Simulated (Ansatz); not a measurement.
# Al2ClH7Si2: the cost of one run

Program: Ansatz 0.2.0. Level of theory: RKS BLYP/def2-SVP. These are calculated values, not measurements.

## Step 1: The starting structure

Bond lengths: Al1–Si2 2.306 Å, Si2–Al3 2.350 Å, Al3–Si4 2.444 Å, Al3–Cl5 2.192 Å, Al1–H6 1.625 Å, Al1–H7 1.608 Å, Si2–H8 1.451 Å, Si2–H9 1.495 Å, Si4–H10 1.424 Å, Si4–H11 1.476 Å, Si4–H12 1.452 Å. Angles (14 of 18 angles, heavy atoms first): Al1–Si2–Al3 109.1°, Si2–Al3–Si4 119.9°, Si2–Al3–Cl5 121.2°, Si4–Al3–Cl5 118.8°, Al1–Si2–H8 111.5°, Al1–Si2–H9 107.5°, Al3–Si2–H8 107.8°, Al3–Si2–H9 109.8°, Si2–Al1–H6 122.0°, Si2–Al1–H7 120.7°, Al3–Si4–H10 107.5°, Al3–Si4–H11 104.4°, Al3–Si4–H12 108.2°, H8–Si2–H9 111.1°.

Structure file:

```xyz
12

Al   -2.7024   -0.0885    1.5736
Si   -0.8338   -0.9972    0.5746
Al    0.4483    0.7287   -0.3751
Si    2.5772    0.2100   -1.4581
Cl   -0.1800    2.8231   -0.2285
H    -2.5934    1.0539    2.7246
H    -4.1763   -0.4575    1.0484
H    -1.1925   -1.9190   -0.4868
H    -0.0438   -1.6867    1.6407
H     3.1318    1.4368   -1.9224
H     2.2148   -0.6965   -2.5655
H     3.4270   -0.4621   -0.4914
```

## Step 2: Relaxing end A

input.yaml reads:

```yaml
crystal:
  periodic: [false, false, false]
  atoms:
    - { symbol: Al, position_ang: [-2.7024, -0.0885, 1.5736] }
    - { symbol: Si, position_ang: [-0.8338, -0.9972, 0.5746] }
    - { symbol: Al, position_ang: [0.4483, 0.7287, -0.3751] }
    - { symbol: Si, position_ang: [2.5772, 0.21, -1.4581] }
    - { symbol: Cl, position_ang: [-0.18, 2.8231, -0.2285] }
    - { symbol: H, position_ang: [-2.5934, 1.0539, 2.7246] }
    - { symbol: H, position_ang: [-4.1763, -0.4575, 1.0484] }
    - { symbol: H, position_ang: [-1.1925, -1.919, -0.4868] }
    - { symbol: H, position_ang: [-0.0438, -1.6867, 1.6407] }
    - { symbol: H, position_ang: [3.1318, 1.4368, -1.9224] }
    - { symbol: H, position_ang: [2.2148, -0.6965, -2.5655] }
    - { symbol: H, position_ang: [3.427, -0.4621, -0.4914] }
basis:
  gaussian: { orbitals: def2-SVP }
hamiltonian:
  xc: blyp
relax:
  f_tol: 0.02
  max_steps: 50
```

The run is started by

```sh
ansatz run input.yaml --threads 2 --pin off --max-ram 3072MiB --backend cpu --events-out ev --progress --plain --runs-dir out
```

What time and memory should one allow on 2 threads of Arm Neoverse V1, shared host?

About 67 s, with a peak of 0.17 GiB.
